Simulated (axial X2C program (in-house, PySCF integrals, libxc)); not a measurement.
**TeSe⁻: properties at the nuclei**

Aim: properties at the nuclei of TeSe⁻, with spin–orbit coupling in the Hamiltonian from the start.

The runs use an in-house X2C program for linear molecules on PySCF integrals; two-component X2C with atomic mean-field terms, Te dyall-acv3z, Se dyall-acv3z.

All values are calculated.

### 1 Input

task.json

```json
{"zs": [52, 34], "q": -1, "bas": ["dyall-acv3z", "dyall-acv3z"], "r0": 2.35, "levels": ["PBE0", "HF", "PBE50", "TPSSh", "BP86"], "nst": 3}
```

Keys: zs atomic numbers; q charge; bas basis sets; r0 starting distance in Å; levels methods (HF also brings MP2); nst determinants followed.

The run is started by

```
$ python soeom.py task.json out
```

The runs that follow: Expectation values, lowest determinant; Expectation values, a higher determinant; Expectation values, a higher determinant.

What does the calculation give? Wanted: lowest determinant; Eeff magnitude; Ws magnitude Te; A∥/gI Te; qzz Te; higher determinant (for each run or level that gives them).

The runs gave:

| quantity | value |
| --- | --- |
| lowest determinant | Ω = 3/2 (excess of +ω over −ω: ω = 3/2) |
| Eeff magnitude (GV/cm), PBE0 | 0.497 |
| Ws magnitude Te (kHz), PBE0 | 0.28 |
| A∥/gI Te (MHz), PBE0 | 304 |
| qzz Te (a.u.), PBE0 | 6.70 |
| higher determinant | Ω = 1/2 (excess of +ω over −ω: ω = 1/2) |
| Eeff magnitude (GV/cm), PBE0, higher determinant | 0.915 |
| Ws magnitude Te (kHz), PBE0, higher determinant | 0.655 |
| A∥/gI Te (MHz), PBE0, higher determinant | 1970 |
| qzz Te (a.u.), PBE0, higher determinant | 6.67 |
| higher determinant | Ω = 1/2 (excess of +ω over −ω: 2 × ω = -1/2, ω = 3/2) |
| Eeff magnitude (GV/cm), PBE0, higher determinant | 6.83 |
| Ws magnitude Te (kHz), PBE0, higher determinant | 10.8 |
| A∥/gI Te (MHz), PBE0, higher determinant | -2470 |
| qzz Te (a.u.), PBE0, higher determinant | 0.93 |

**Reading.** In the first state, the effective field runs from 0.3 to 1.65 GV/cm over the mean-field levels, so the levels don't agree on it. The expectation values come from single determinants, which for open shells can mix terms of unlike spin or miss the lowest Ω, so a determinant need not be a state. Eeff is the effective electric field on the electron dipole moment in this Ω state and Ws the scalar–pseudoscalar constant (defined with the proton number Z and per Ω); A∥ is the parallel hyperfine constant, which follows by multiplying with the nuclear g factor gI = μI/(I μN); qzz is the electric field gradient, eQq0 = 234.96 MHz × Q/barn × qzz. The operators were transformed with the bare-nucleus X2C matrices.
